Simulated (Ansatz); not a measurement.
## SrTl, space group Pm-3m: a convergence test of the k-point mesh

Computed with Ansatz's Python interface.

`srtl_kconv.py`
```python
"""k-point test for SrTl."""

import ansatz as az
import pandas as pd
from pymatgen.core import Lattice, Structure
from pymatgen.io.ase import AseAtomsAdaptor


def main() -> None:
    pmg_structure = Structure(
        Lattice([(4.032, 0.0, 0.0), (0.0, 4.032, 0.0), (0.0, 0.0, 4.032)]),
        ["Sr", "Tl"],
        [
            (0.0, 0.0, 0.0),
            (0.5, 0.5, 0.5),
        ],
    )
    xtal = az.Crystal.from_ase(AseAtomsAdaptor.get_atoms(pmg_structure))

    calc = xtal.calculation()
    calc = calc.functional("LDA")
    calc = calc.occupations(az.OccupationsMethod.GAUSSIAN, width=0.1)

    rows = []
    for value in [(2, 2, 2), (3, 3, 3), (4, 4, 4), (5, 5, 5), (6, 6, 6), (7, 7, 7)]:
        rep = calc.kpoints(mesh=value).run(threads=1, pin="off").report
        rows.append((value, rep["free_energy_ev"] / len(rep["lattice"]["sites"]), rep["n_iterations"], rep["n_kpoints"]))

    table = pd.DataFrame(rows, columns=["mesh", "F/atom (eV)", "iterations", "k-points"])
    print(table.round(5).to_string(index=False))

    # the last row is the reference
    for row in rows[:-1]:
        shift = 1000 * (row[1] - rows[-1][1])
        print(f"{row[0]}: {shift:+.2f} meV/atom" + ("  (within 1 meV)" if abs(shift) < 1 else ""))


if __name__ == "__main__":
    main()
```

```console
$ python srtl_kconv.py
DeckWarning: basis.ecutwfc = 420 eV, auto-derived from the records' recommended cutoffs: set by Sr (normal level)
     mesh  F/atom (eV)  iterations  k-points
(2, 2, 2)  -7296.41358           6         4
(3, 3, 3)  -7295.90943           6         4
(4, 4, 4)  -7295.86230           6        10
(5, 5, 5)  -7295.94204           6        10
(6, 6, 6)  -7295.97359           6        20
(7, 7, 7)  -7295.97385           6        20
(2, 2, 2): -439.73 meV/atom
(3, 3, 3): +64.42 meV/atom
(4, 4, 4): +111.55 meV/atom
(5, 5, 5): +31.81 meV/atom
(6, 6, 6): +0.26 meV/atom  (within 1 meV)
```
(Warnings from the package without file and line.)

From 6×6×6 on it stays within 1 meV an atom of the value at 7×7×7; the first row (2×2×2) is off by 439.7 meV and the last but one by 0.26 meV. That rests on few rows after larger swings, so the series isn't shown to be converged. This holds for F at a smearing of 0.1 eV; a narrower one needs a denser mesh. It goes up and down, since the sum over k-points isn't variational.

Caveats:
- Spin-orbit coupling, which matters for elements this heavy, is left out.
- The structure is a deposited one; some such entries were measured under pressure or heat, so a shift against it needn't be the functional's error alone.
- Shifts are counted from the finest mesh, which is itself no proven limit.
- Finished in 4.9 s on 1 thread of Arm Neoverse V2 (shared host), peak memory 0.44 GiB.
